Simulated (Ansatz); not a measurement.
**C5H14N2: basis-set convergence**

Aim: see how fast density functionals converge with the basis set for C5H14N2.

The runs use Ansatz 0.2.0, Gaussian basis; one geometry, several basis sets.

Plan: PBE0-D4/def2-SVP; ωB97M-V/def2-SVP; PBE0-D4/def2-QZVPP; ωB97M-V/def2-QZVPP; the functionals' def2-TZVPP values are taken from earlier runs.

1 further run of the same task is left out (it didn't finish). Runs told in other sessions of the task aren't counted.

## Step 1: The geometry

The geometry comes from an earlier relaxation with PBE0-D4 in a triple-zeta def2 set; it is a stationary point, not always the lowest conformer.

SMILES `CN(C)CCCN`, 21 atoms, charge 0, spin multiplicity 1.

Atoms are counted from 1 here; the program's logs count them from 0.

Bond lengths: C1–N2 1.442 Å, C1–H8 1.092 Å, C1–H9 1.106 Å, C1–H10 1.093 Å, N2–C3 1.442 Å, N2–C4 1.451 Å, C3–H11 1.107 Å, C3–H12 1.092 Å, C3–H13 1.091 Å, C4–C5 1.520 Å, C4–H14 1.107 Å, C4–H15 1.092 Å, C5–C6 1.520 Å, C5–H16 1.094 Å, C5–H17 1.097 Å, C6–N7 1.457 Å, C6–H18 1.093 Å, C6–H19 1.101 Å and more. Angles: N2–C1–H8 109.8°, N2–C1–H9 112.9°, N2–C1–H10 109.9°, H8–C1–H9 108.1°, H8–C1–H10 108.2°, H9–C1–H10 107.7°, C1–N2–C3 110.9°, C1–N2–C4 111.5°, C3–N2–C4 112.6°, N2–C3–H11 112.6°, N2–C3–H12 109.8°, N2–C3–H13 110.8°, H11–C3–H12 108.0°, H11–C3–H13 107.9°, H12–C3–H13 107.6°, N2–C4–C5 113.1°, N2–C4–H14 111.1°, N2–C4–H15 107.7° and more.

## Step 2: PBE0-D4 in def2-SVP

The input, in.yaml:

```yaml
crystal:
  periodic: [false, false, false]
  atoms:
    - {symbol: C, position_ang: [0.546772, -2.219916, 0.431629]}
    - {symbol: N, position_ang: [-0.083891, -1.087137, -0.200448]}
    - {symbol: C, position_ang: [-0.638921, -1.455029, -1.479831]}
    - {symbol: C, position_ang: [0.820952, 0.043171, -0.289575]}
    - {symbol: C, position_ang: [0.104570, 1.365933, -0.506685]}
    - {symbol: C, position_ang: [-0.796155, 1.742364, 0.658153]}
    - {symbol: N, position_ang: [-0.009041, 1.975226, 1.861506]}
    - {symbol: H, position_ang: [0.901114, -1.939783, 1.425693]}
    - {symbol: H, position_ang: [1.408135, -2.609995, -0.142842]}
    - {symbol: H, position_ang: [-0.174816, -3.033197, 0.542810]}
    - {symbol: H, position_ang: [0.135415, -1.779003, -2.201203]}
    - {symbol: H, position_ang: [-1.347132, -2.277215, -1.353815]}
    - {symbol: H, position_ang: [-1.180380, -0.617604, -1.922796]}
    - {symbol: H, position_ang: [1.573365, -0.111543, -1.086315]}
    - {symbol: H, position_ang: [1.361094, 0.110740, 0.657594]}
    - {symbol: H, position_ang: [-0.486647, 1.343829, -1.427323]}
    - {symbol: H, position_ang: [0.859795, 2.147294, -0.653817]}
    - {symbol: H, position_ang: [-1.469440, 0.903906, 0.854883]}
    - {symbol: H, position_ang: [-1.420417, 2.601537, 0.369078]}
    - {symbol: H, position_ang: [-0.606035, 2.049423, 2.674433]}
    - {symbol: H, position_ang: [0.501671, 2.847021, 1.788872]}
basis:
  gaussian: {orbitals: def2-SVP}
hamiltonian: {xc: pbe0, dispersion: d4}
output: {orbitals: {seedname: orbitals}}
```

Command:

```sh
$ ansatz run in.yaml --threads 2 --pin off --events-out ev --progress --plain --max-ram 22528MiB --backend cpu
```

The runs that follow: ωB97M-V in def2-SVP; PBE0-D4 in def2-QZVPP; ωB97M-V in def2-QZVPP.

Q: Predict the results of all the runs planned. Wanted: PBE0-D4: double and triple zeta above quadruple; ωB97M-V: double and triple zeta above quadruple.

As calculated:

| quantity | value |
| --- | --- |
| PBE0-D4: double and triple zeta above quadruple | 9.74, 0.49 eV |
| ωB97M-V: double and triple zeta above quadruple | 10.24, 0.48 eV |

In words: PBE0-D4 gains 9.25 eV from double to triple zeta, then 0.49 eV more. These are total energies; as a rule much of such shifts cancels in differences, which this series doesn't test. The LUMO of ωB97M-V is positive and keeps falling with the basis (3.40 to 1.80 eV): an unbound level that the basis holds in place.
